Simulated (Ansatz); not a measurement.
# BaNa2CoP2O8: the cost of one run

Computed with Ansatz 0.2.0 (DFT PBE+U (U_eff = 3.3 eV on Co 3d), scalar-relativistic, plane waves, PAW, unless a step's input says otherwise).

**1. The system as given**

The structure is monoclinic, space group C2/m (No. 12). Conventional cell: a = 9.372 Å, b = 5.411 Å, c = 7.076 Å, α = 90.00°, β = 90.33°, γ = 90.00°. Na (site symmetry m) is surrounded by 7 O at 2.39 to 2.73 Å. Ba (site symmetry 2/m) has 12 O at 2.77 to 3.13 Å in its first shell of neighbours. Co (site symmetry 2/m) has 6 O at 2.11 to 2.13 Å in its first shell of neighbours. Around P (site symmetry m) lie 4 O at 1.54 to 1.56 Å. O (site symmetry m) has 1 P at 1.54 Å in its first shell of neighbours. Around O (site symmetry 1) lie 1 P at 1.56 Å and 1 Co at 2.11 Å. O (site symmetry m) has 1 P at 1.56 Å and 1 Co at 2.13 Å in its first shell of neighbours.

Cell or atoms stand a little off a more symmetric structure (P-3m1 at a tolerance of 0.3 Å), so results at this geometry aren't those of that ideal crystal.

Coordinates:

```cif
data_structure
_symmetry_space_group_name_H-M 'C2/m'
_symmetry_Int_Tables_number 12
_cell_length_a 9.3723
_cell_length_b 5.4114
_cell_length_c 7.0763
_cell_angle_alpha 90.000
_cell_angle_beta 90.328
_cell_angle_gamma 90.000
_cell_volume 358.88
loop_
_atom_site_label
_atom_site_type_symbol
_atom_site_symmetry_multiplicity
_atom_site_Wyckoff_symbol
_atom_site_fract_x
_atom_site_fract_y
_atom_site_fract_z
_atom_site_occupancy
Na1 Na 4 i 0.33411 0.00000 0.18295 1
Ba1 Ba 2 c 0.00000 0.00000 0.50000 1
Co1 Co 2 a 0.00000 0.00000 0.00000 1
P1 P 4 i 0.33451 0.00000 0.73795 1
O1 O 4 i 0.33261 0.00000 0.52058 1
O2 O 8 j 0.58612 0.23401 0.18633 1
O3 O 4 i 0.82050 0.00000 0.18323 1
```

An earlier run at PBE+U (U_eff = 3.3 eV on Co 3d) left this cell at 12.817 Å³/atom and 0.02 GPa (4×4×4 mesh).

**2. Band edges over the zone**

Contents of input.yaml:

```yaml
crystal:
  lattice:
    - [5.4111486533, 0.0001646757, -0.0134426819]
    - [-2.7054317134, 4.6862745353, 0.0134426819]
    - [-0.0174909645, 0.010098413, 7.0762304982]
  atoms:
    - { symbol: Na, position: [0.3341095957, 0.6658904043, 0.182947608] }
    - { symbol: Na, position: [0.6658904043, 0.3341095957, 0.817052392] }
    - { symbol: Ba, position: [0.0, 0.0, 0.5] }
    - { symbol: Co, position: [0.0, 0.0, 0.0], spin: 2.89 }
    - { symbol: P, position: [0.3345137543, 0.6654862457, 0.7379516647] }
    - { symbol: P, position: [0.6654862457, 0.3345137543, 0.2620483353] }
    - { symbol: O, position: [0.3326077184, 0.6673922816, 0.5205816189] }
    - { symbol: O, position: [0.6673922816, 0.3326077184, 0.4794183811] }
    - { symbol: O, position: [0.8201295027, 0.6478964681, 0.1863312824] }
    - { symbol: O, position: [0.8205017207, 0.1794982793, 0.1832251741] }
    - { symbol: O, position: [0.3521035319, 0.1798704973, 0.1863312824] }
    - { symbol: O, position: [0.1798704973, 0.3521035319, 0.8136687176] }
    - { symbol: O, position: [0.1794982793, 0.8205017207, 0.8167748259] }
    - { symbol: O, position: [0.6478964681, 0.8201295027, 0.8136687176] }
basis:
  ecutwfc: 420
  ecutrho_ratio: 4
kpoints:
  mp_grid: { grid: [4, 4, 4] }
  band_path: { path: [VBM, CBM], npoints: 2 }
hamiltonian:
  xc: pbe
  hubbard: { sites: [{ species: Co, l: d, u_eff: 3.3 }] }
scf:
  occupations: { method: gaussian, width: 0.05 }
  lower_state_search: "off"
output:
  forces: true
  stress: true
  eigenvalues: true
  populations: true
  hubbard: { sites: [{ species: Co, l: d }] }
magnetization:
  spin_polarized: true
checkpoint:
  read: start.run
  write: ck
  compress: false
  write_wavefunctions: false
  write_every: 100000
```

It reads its starting density from start.run, saved by an earlier run on this cell.

On the command line:

```
$ ansatz run input.yaml --threads 4 --pin off --max-ram 10240MiB --backend cpu --events-out ev --progress --plain --runs-dir out
```

What time and memory should one allow on 4 threads of Arm Neoverse N1, shared host?

About 2.1 min, with a peak of 1.6 GiB.
